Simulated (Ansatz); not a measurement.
# Si (diamond type): the cost of one run

Method: DFT, PBE, all-electron LAPW, scalar-relativistic, in Ansatz 0.2.0.

## 1. The starting structure

Symmetry: Fd-3m, No. 227, cubic system. The conventional cell has a = 5.471 Å, b = 5.471 Å, c = 5.471 Å, α = 90.00°, β = 90.00°, γ = 90.00°. Si (site symmetry -43m) has 4 Si at 2.37 Å as nearest neighbours.

Coordinates:

```
CELL_PARAMETERS angstrom
-2.73547 2.73547 0.00000
0.00000 0.00000 5.47094
2.73547 2.73547 0.00000
ATOMIC_POSITIONS crystal
Si 0.50000 0.37500 0.25000
Si 0.00000 0.87500 0.75000
Si 0.00000 0.12500 0.25000
Si 0.50000 0.62500 0.75000
```

Atoms are numbered in the order of the input: Si1, Si2, Si3, Si4.

## 2. Bulk in the slab's orientation, LAPW

Input file input.yaml:

```yaml
crystal:
  lattice:
    - [-2.7354715901, 2.7354715901, 0.0]
    - [0.0, 0.0, 5.4709431802]
    - [2.7354715901, 2.7354715901, 0.0]
  atoms:
    - { symbol: Si, position: [0.5, 0.375, 0.25] }
    - { symbol: Si, position: [0.0, 0.875, 0.75] }
    - { symbol: Si, position: [0.0, 0.125, 0.25] }
    - { symbol: Si, position: [0.5, 0.625, 0.75] }
kpoints:
  mp_grid: { grid: [8, 6, 8] }
scf:
  occupations: { method: fermi_dirac, width: 0.02 }
hamiltonian:
  xc: pbe
  pseudopotentials: { kind: all_electron, lapw: { basis_error: 0.001 } }
output:
  forces: true
  stress: true
  eigenvalues: true
```

On the command line:

```console
$ ansatz run input.yaml --threads 2 --pin off --max-ram 4096MiB --backend cpu --events-out ev --progress --plain --runs-dir out
```

**Question.** How long does this run take on 2 threads of Intel Xeon Platinum 8375C at 2.90GHz (Ice Lake), shared host, and how much memory does it need?

About 9.5 s, with a peak of 0.4 GiB.
